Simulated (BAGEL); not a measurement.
**FCI/STO-3G (density fitting with qzvpp-jkfit) run of BeH2 (beryllium dihydride)**

Aim: the vertical ionisation energy of BeH2 (beryllium dihydride) at FCI/STO-3G (density fitting with qzvpp-jkfit), from 2 runs. 

The calculation is run with BAGEL 1.2.2.

11 further runs of the same task are left out: 11 set aside as unsound or not needed.

## Step 1: The system as given

BeH2: 3 atoms, total charge 0, spin state singlet. As SMILES, `[BeH2]`. Geometry: a GFN2-xTB relaxation, a rough one for these elements and not checked as a minimum.

Bond lengths: Be1–H2 1.279 Å, Be1–H3 1.280 Å. Angles: H2–Be1–H3 179.9°.

## Step 2: The energy at FCI/STO-3G (density fitting with qzvpp-jkfit)

Input file job.json:

```json
{ "bagel": [

{
  "title": "molecule",
  "basis": "sto-3g",
  "df_basis": "qzvpp-jkfit",
  "angstrom": "true",
  "geometry": [
    { "atom": "Be", "xyz": [    0.000610,   -0.000320,    0.000290 ] },
    { "atom": "H", "xyz": [    0.710620,    0.942160,    0.493580 ] },
    { "atom": "H", "xyz": [   -0.711220,   -0.941840,   -0.493870 ] }
  ]
},
{ "title": "hf" },
{ "title": "fci", "nstate": 1 }

]}
```

Launch:

```bash
$ BAGEL_NUM_THREADS=1 BAGEL job.json > job.out
```

Standard output:

```text
* using 1 threads per process

  ===============================================================
  ===============================================================

  *** Geometry ***

  { "atom" : "Be", "xyz" : [      0.001153,     -0.000605,      0.000548 ] },
  { "atom" : "H", "xyz" : [      1.342877,      1.780424,      0.932731 ] },
  { "atom" : "H", "xyz" : [     -1.344011,     -1.779820,     -0.933279 ] },

  Number of auxiliary basis functions:       87

  Since a DF basis is specified, we compute 2- and 3-index integrals:
    o Being stored without compression. Storage requirement is 0.000 GB

  Number of basis functions:        7
  Number of electrons      :        6

    * METHOD: MOLECULE                             0.01

  *** RHF ***

  === Nuclear Repulsion ===
     3.5160675463

      * DIIS with orbital gradients will be used.

  === RHF iteration (sto-3g) ===
      0        -15.54659808          0.02153592           0.00
      1        -15.56056028          0.00502974           0.00
      2        -15.56136753          0.00009665           0.00
      3        -15.56136776          0.00000197           0.00
      4        -15.56136776          0.00000024           0.00
      5        -15.56136776          0.00000005           0.00
      6        -15.56136776          0.00000000           0.00
    * SCF iteration converged.

    * Permanent dipole moment:
           (   -0.001047,     0.001003,    -0.000448) a.u.

    * METHOD: HF                                   0.02

  ---------------------------
        FCI calculation
  ---------------------------

  Performs exactly the same way as Knowles & Handy 1984 CPL

  o alpha-beta strings
      length:            70
  o size of the space
      determinant space:  1225
      spin-adapted space: 490

  o single displacement lists (alpha)
      length:           525
  o single displacement lists (beta)
      length:           525
 Constructing space of all determinants that can formed by removing 1 electron from 3 alpha and 3 beta electrons.

 Space is made up of 4 determinants.
  o forming links

     guess   0:   closed 111....              open .......

  === FCI iteration ===

      0  0       -15.56136776     6.30e-03      0.00
      1  0       -15.59274918     1.39e-03      0.00
      2  0       -15.59420598     3.53e-04      0.00
      3  0       -15.59430841     1.21e-04      0.00
      4  0       -15.59431864     3.06e-05      0.00
      5  0       -15.59431911     4.07e-06      0.00
      6  0       -15.59431912     5.91e-07      0.00
      7  0       -15.59431912     7.47e-08      0.00
      8  0       -15.59431912     9.97e-09      0.00
      9  0       -15.59431912     1.36e-09      0.00
     10  0       -15.59431912     2.73e-10      0.00
     11  0 *     -15.59431912     2.52e-11      0.00

     * ci vector, state   0, <S^2> = 0.0000
       222....    -0.9872753486
       22...2.     0.0754099307
       2.22...     0.0566247849
       2.2.2..     0.0566247845
       2.2..2.     0.0547489353

    * METHOD: FCI                                  0.01

  ===============================================================
```

Run time: 0.2 s. Hardware: 1 thread of Arm Neoverse V2, shared host.

## Step 3: The doublet cation at the same level

Input file job.json:

```json
{ "bagel": [

{
  "title": "molecule",
  "basis": "sto-3g",
  "df_basis": "qzvpp-jkfit",
  "angstrom": true,
  "geometry": [
    { "atom": "Be", "xyz": [       0.000610,      -0.000320,       0.000290 ] },
    { "atom": "H", "xyz": [       0.710620,       0.942160,       0.493580 ] },
    { "atom": "H", "xyz": [      -0.711220,      -0.941840,      -0.493870 ] }
  ]
},

{ "title": "hf", "charge": 2 },

{ "title": "fci", "nstate": 1, "charge": 1, "nspin": 1 }

]}
```

Launch:

```bash
$ BAGEL_NUM_THREADS=1 BAGEL job.json > job.out
```

Standard output:

```text
* using 1 threads per process

  ===============================================================
  ===============================================================

  *** Geometry ***

  { "atom" : "Be", "xyz" : [      0.001153,     -0.000605,      0.000548 ] },
  { "atom" : "H", "xyz" : [      1.342877,      1.780424,      0.932731 ] },
  { "atom" : "H", "xyz" : [     -1.344011,     -1.779820,     -0.933279 ] },

  Number of auxiliary basis functions:       87

  Since a DF basis is specified, we compute 2- and 3-index integrals:
    o Being stored without compression. Storage requirement is 0.000 GB

  Number of basis functions:        7
  Number of electrons      :        6

    * METHOD: MOLECULE                             0.01

  *** RHF ***

  === Nuclear Repulsion ===
     3.5160675463

      * DIIS with orbital gradients will be used.

  === RHF iteration (sto-3g) ===
      0        -14.24887010          0.01452925           0.00
      1        -14.25594581          0.00291953           0.00
      2        -14.25622941          0.00002452           0.00
      3        -14.25622942          0.00000323           0.00
      4        -14.25622942          0.00000076           0.00
      5        -14.25622942          0.00000012           0.00
      6        -14.25622942          0.00000000           0.00
    * SCF iteration converged.

    * Permanent dipole moment:
           (    0.000333,     0.002408,     0.000461) a.u.

    * METHOD: HF                                   0.02

  ---------------------------
        FCI calculation
  ---------------------------

  Performs exactly the same way as Knowles & Handy 1984 CPL

  o alpha-beta strings
      length:            56
  o size of the space
      determinant space:  735
      spin-adapted space: 490

  o single displacement lists (alpha)
      length:           525
  o single displacement lists (beta)
      length:           252
 Constructing space of all determinants that can formed by removing 1 electron from 3 alpha and 2 beta electrons.

 Space is made up of 4 determinants.
  o forming links

     guess   0:   closed 11.....              open ..1....

  === FCI iteration ===

      0  0       -15.12969066     7.66e-03      0.00
      1  0       -15.16819440     1.94e-03      0.00
      2  0       -15.16985325     4.27e-04      0.00
      3  0       -15.16992445     5.00e-05      0.00
      4  0       -15.16992570     7.63e-06      0.00
      5  0       -15.16992574     1.29e-06      0.00
      6  0       -15.16992574     5.41e-07      0.00
      7  0       -15.16992574     6.13e-07      0.00
      8  0       -15.16992574     1.13e-07      0.00
      9  0       -15.16992574     1.95e-08      0.00
     10  0       -15.16992574     3.14e-09      0.00
     11  0       -15.16992574     4.46e-10      0.00
     12  0       -15.16992574     1.38e-10      0.00
     13  0 *     -15.16992574     3.35e-11      0.00

     * ci vector, state   0, <S^2> = 0.7500
       22a....     0.9778650575
       2ab..a.    -0.1329972884
       2aa..b.    -0.0785620121
       2.a..2.     0.0710730593
       2.a.2..     0.0551611363
       2.a2...     0.0551610884
       2ba..a.    -0.0544352763

    * METHOD: FCI                                  0.01

  ===============================================================
```

Wall time 0.2 s (1 thread of Arm Neoverse V2, shared host).

## Step 4: Results

Level: FCI/STO-3G (density fitting with qzvpp-jkfit).

| quantity | value |
| --- | --- |
| singlet BeH2: total energy | -15.59432 Eh |
| doublet cation: total energy | -15.16993 Eh |
| vertical ionisation energy (to the doublet cation) | 11.548 eV |

In words: Removing an electron at fixed nuclei costs 11.55 eV (1114 kJ/mol). In a minimal basis such a difference can be off by several eV, whatever the method.
